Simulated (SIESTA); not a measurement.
An input for SIESTA 5.4.2 (Li):

The input Li.fdf:

```
SystemName                      Lithium
SystemLabel                     Li
NumberOfSpecies                 1
NumberOfAtoms                   1
%block ChemicalSpeciesLabel
  1   3 Li
%endblock ChemicalSpeciesLabel

LatticeConstant                 1.0 Ang
%block LatticeVectors
     0.0000000000     2.2020000000     2.2020000000
     2.2020000000     0.0000000000     2.2020000000
     2.2020000000     2.2020000000     0.0000000000
%endblock LatticeVectors
AtomicCoordinatesFormat         Fractional
%block AtomicCoordinatesAndAtomicSpecies
     0.0000000000     0.0000000000     0.0000000000  1  Li
%endblock AtomicCoordinatesAndAtomicSpecies

%block kgrid.MonkhorstPack
   10   0   0  0.0
    0  10   0  0.0
    0   0  10  0.0
%endblock kgrid.MonkhorstPack
XC.Functional                   GGA
XC.Authors                      PBE
PAO.BasisSize                   DZP
PAO.EnergyShift                 0.002 Ry
Mesh.Cutoff                     800 Ry
OccupationFunction              FD
ElectronicTemperature           0.05 eV
MaxSCFIterations                120
SCF.MustConverge                false
SCF.Mixer.Method                Pulay
SCF.Mixer.Weight                0.25
SCF.Mixer.History               8
SCF.DM.Tolerance                5.0e-05
SCF.H.Tolerance                 1.0e-03 eV
WriteForces                     true
Charge.Mulliken                 end
Charge.Hirshfeld                end
Charge.Voronoi                  end
SaveRho                         true
SaveElectrostaticPotential      true
```

Potentials or basis: PseudoDojo 0.4 standard (PBE files), DZP (energy shift 0.002 Ry).

Launch:

```sh
$ siesta Li.fdf > Li.out 2>&1
```

How does this run end?

The run stopped without a result. It printed:

Li.out:

```text
Version         : 5.4.2

                           ***********************
                           *  WELCOME TO SIESTA  *
                           ***********************

 NOTE: Siesta V5 introduces some new defaults for basis-set generation
 NOTE: which might lead to slightly different numerical results.
 NOTE: Please see the manual for full details and compatibility measures.

[... 133 lines left out ...]
POLgen: Polarization orbital for state 2s
 POLARIZATION: Iteration to find the polarization
 orbital has failed !!!!!!!!!
 Please try with a Rc no bigger than    1.3195347197882290       Bohr
 ... or try the non-perturbative options (see manual)
Generation of polarization orbital failed
Stopping Program from Node:    0
Generation of polarization orbital failed
Stopping Program from Node:    0

Program received signal SIGABRT: Process abort signal.

Backtrace for this error:
```
